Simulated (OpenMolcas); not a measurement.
# One shape, several levels: InHCl (SMILES [Cl][InH])

Aim: a comparison of 6 runs (UHF/STO-3G, UHF/def2-TZVPP, UB3LYP/def2-TZVPP, UBHLYP/def2-TZVPP, UBLYP/def2-TZVPP, USVWN5/def2-TZVPP) of InHCl. 

The calculation is run with OpenMolcas 26.06.

### Step 1. The system as given

InHCl has 3 atoms, charge 0, and is taken as a doublet. As SMILES, `[Cl][InH]`. The coordinates come from a PBE0-D4/def2-TZVP relaxation.

Bond lengths: Cl1–In2 2.365 Å, In2–H3 1.773 Å. Angles: Cl1–In2–H3 115.3°.

### Step 2. Energy and forces at UHF/STO-3G (run 1)

Contents of coord.xyz:

```xyz
3

Cl    -1.649800     0.396800    -0.867400
In     0.409500     0.542400     0.286100
H      1.229400    -1.003900     0.568100
```

Contents of calc.input:

```
&GATEWAY
  BASLIB=$CurrDir
  COORD=coord.xyz
  BASIS=STO-3G
  GROUP=NoSym

&SEWARD

&SCF
  UHF
  SPIN=2
  THRESHOLDS=1e-10 1e-07 1e-07 1e-05
  PRORBITALS=0

&ALASKA
```

The basis set STO-3G is read from a file made from the Basis Set Exchange's data (not shown).

Started as:

```bash
$ export MOLCAS_MEM=1860
$ pymolcas calc.input > calc.log
```

What it wrote:

```text
--- Start Module: gateway ---
[...]
--- Stop Module: gateway /rc=_RC_ALL_IS_WELL_ ---
[...]
      Basis functions           37
[...]
--- Start Module: scf ---
[...]
       Convergence after  13 Iterations
[...]
::    Total SCF energy                              -6138.0754517568
[...]
      Total spin, S                                     0.5027609539
[...]
      Total electronic charge=   67.000000
      Total            charge=   -0.000000
[...]
      Dipole Moment (debye):
      Origin of the operator (angstrom)=   -0.0623    0.4983    0.0206
                   X=  3.4048E+00               Y=  1.2988E+00               Z=  2.0241E+00           Total=  4.1686E+00
      Quadrupole Moment (debye*angstrom):
[...]
--- Stop Module: scf /rc=_RC_ALL_IS_WELL_ ---
--- Start Module: alaska ---
[...]
 *              Molecular gradients               *
 **************************************************
  Irreducible representation: a
 ------------------------------------------------------------------------------------------
                              X                       Y                       Z
 ------------------------------------------------------------------------------------------
  CL1              -1.74278889694364E-02    6.19070096695040E-04   -9.55753535306414E-03
  IN2              -2.98471853830762E-03    3.32285525175351E-02    2.02296721399975E-03
  H3                2.04126075077120E-02   -3.38476226142319E-02    7.53456813908171E-03
 ------------------------------------------------------------------------------------------
--- Stop Module: alaska /rc=_RC_ALL_IS_WELL_ ---
[...]
```

It took 2.2 s on 1 thread of Arm Neoverse V2, shared host; peak memory 0.37 GiB.

### Step 3. Energy and gradient at UHF/def2-TZVPP (core potential) (run 2)

Contents of job.inp:

```
>>> EXPORT MOLCAS_PRINT=2

&GATEWAY
  BasLib = $CurrDir
  Coord
  3
  angstrom
  Cl      -1.649800       0.396800      -0.867400
  In       0.409500       0.542400       0.286100
  H        1.229400      -1.003900       0.568100
  Basis = def2-TZVPP
  Group = NoSym

&SEWARD

&SCF
  UHF
  Spin = 2
  Thresholds = 1e-10 1e-07 1e-07 1e-05
  PrOrbitals = 1

&ALASKA
```

The basis set def2-TZVPP is read from a file made from the Basis Set Exchange's data (not shown).

Started as:

```bash
$ export MOLCAS_MEM=1860
$ pymolcas job.inp > job.log
```

What it wrote:

```text
--- Start Module: gateway ---
[...]
--- Stop Module: gateway /rc=_RC_ALL_IS_WELL_ ---
[...]
      Basis functions          106
[...]
--- Start Module: scf ---
[...]
       Convergence after  18 Iterations
[...]
::    Total SCF energy                               -649.3374422600
[...]
      Total spin, S                                     0.5090810698
[...]
      Total electronic charge=   39.000000
      Total            charge=   -0.000000
[...]
      Dipole Moment (debye):
      Origin of the operator (angstrom)=   -0.0623    0.4983    0.0206
                   X=  2.6217E+00               Y=  7.0414E-01               Z=  1.5258E+00           Total=  3.1140E+00
      Quadrupole Moment (debye*angstrom):
[...]
--- Stop Module: scf /rc=_RC_ALL_IS_WELL_ ---
[...]
--- Start Module: alaska ---
[...]
 *              Molecular gradients               *
 **************************************************
  Irreducible representation: a
 ------------------------------------------------------------------------------------------
                              X                       Y                       Z
 ------------------------------------------------------------------------------------------
  CL1               1.87178155593770E-03    2.57168067076652E-04    1.06225548847050E-03
  IN2              -3.02321073618117E-03    1.60083130668509E-03   -1.49292831921599E-03
  H3                1.15142918027344E-03   -1.85799937375908E-03    4.30672830790013E-04
 ------------------------------------------------------------------------------------------
--- Stop Module: alaska /rc=_RC_ALL_IS_WELL_ ---
[...]
```

Run time: 16 s. Hardware: 1 thread of Arm Neoverse V2, shared host; peak memory 0.61 GiB.

Runs 3 to 5 aren't shown in full; the table further down has their settings and results.

### Step 4. Energy and gradient at USVWN5/def2-TZVPP (core potential) (run 6)

Contents of mol.inp:

```
&gateway
baslib=$CurrDir
coord
3
angstrom
Cl      -1.649800       0.396800      -0.867400
In       0.409500       0.542400       0.286100
H        1.229400      -1.003900       0.568100
basis=def2-TZVPP
group=NoSym
&seward
gridinput
Grid=UltraFine
End of Grid
&scf
uhf
spin=2
ksdft=SVWN5
thresholds=1e-10 1e-07 1e-07 1e-05
prorbitals=1 1
&alaska
```

The basis set def2-TZVPP is read from a file made from the Basis Set Exchange's data (not shown).

Started as:

```bash
$ export MOLCAS_MEM=1860
$ pymolcas mol.inp > mol.log
```

What it wrote:

```text
--- Start Module: gateway ---
[...]
--- Stop Module: gateway /rc=_RC_ALL_IS_WELL_ ---
[...]
      Basis functions          106
[...]
--- Start Module: scf ---
[...]
       Convergence after  20 Iterations
[...]
::    Total KS-DFT energy                            -649.1601034081
[...]
      Total spin, S                                     0.5011830824
[...]
      Total electronic charge=   39.000000
      Total            charge=   -0.000000
[...]
      Dipole Moment (debye):
      Origin of the operator (angstrom)=   -0.0623    0.4983    0.0206
                   X=  2.2506E+00               Y=  3.4827E-01               Z=  1.2816E+00           Total=  2.6132E+00
      Quadrupole Moment (debye*angstrom):
[...]
--- Stop Module: scf /rc=_RC_ALL_IS_WELL_ ---
[...]
--- Start Module: alaska ---
[...]
 *              Molecular gradients               *
 **************************************************
  Irreducible representation: a
 ------------------------------------------------------------------------------------------
                              X                       Y                       Z
 ------------------------------------------------------------------------------------------
  CL1              -3.38663472981082E-03   -2.00219472161534E-04   -1.89266124090715E-03
  IN2               3.88357806955142E-03   -8.35479954171880E-04    2.05270041618810E-03
  H3               -4.96943339768352E-04    1.03569942633319E-03   -1.60039175248539E-04
 ------------------------------------------------------------------------------------------
--- Stop Module: alaska /rc=_RC_ALL_IS_WELL_ ---
[...]
```

Run time: 27 s. Hardware: 1 thread of Arm Neoverse V2, shared host; peak memory 0.61 GiB.

### Step 5. The series

```csv
run,level,integration grid,energy (Eh),dipole moment (D),HOMO energy (eV),LUMO energy (eV),wall time
1,UHF/STO-3G,–,-6138.075452,4.17,-5.65,4.42,2.2 s
2,UHF/def2-TZVPP (core potential),–,-649.337442,3.11,-8.77,-0.08,16 s
3,UB3LYP/def2-TZVPP (core potential),UltraFine,-651.051858,2.79,-6.13,-3.83,34 s
4,UBHLYP/def2-TZVPP (core potential),UltraFine,-650.887948,3.00,-7.19,-2.72,36 s
5,UBLYP/def2-TZVPP (core potential),UltraFine,-650.922370,2.58,-5.17,-4.30,36 s
6,USVWN5/def2-TZVPP (core potential),UltraFine,-649.160103,2.61,-5.40,-4.57,27 s
```

### Step 6. Outcome

| quantity | value |
| --- | --- |
| run 6: total energy | -649.16010 Eh |
| run 6: dipole moment | 2.61 D |
| run 6: HOMO energy (highest over α and β) | -5.40 eV |
| run 6: LUMO energy (lowest over α and β) | -4.57 eV |
| run 6: ⟨S²⟩ | 0.752 |
| run 6: largest force on an atom | 0.230 eV/Å |

The dipole moment (its size) runs from 2.58 D (UBLYP/def2-TZVPP) to 4.17 D (UHF/STO-3G). The two ends differ in method and basis and core potential. Totals of different functionals can't be ranked against each other. Some runs of one species differ in core potentials or relativity; totals across that change don't compare. In run 1 the basis is minimal, so the values are rough. In run 1 relativity is left out where basis or elements ask for it. All runs together took 2.5 min, the longest 36 s.
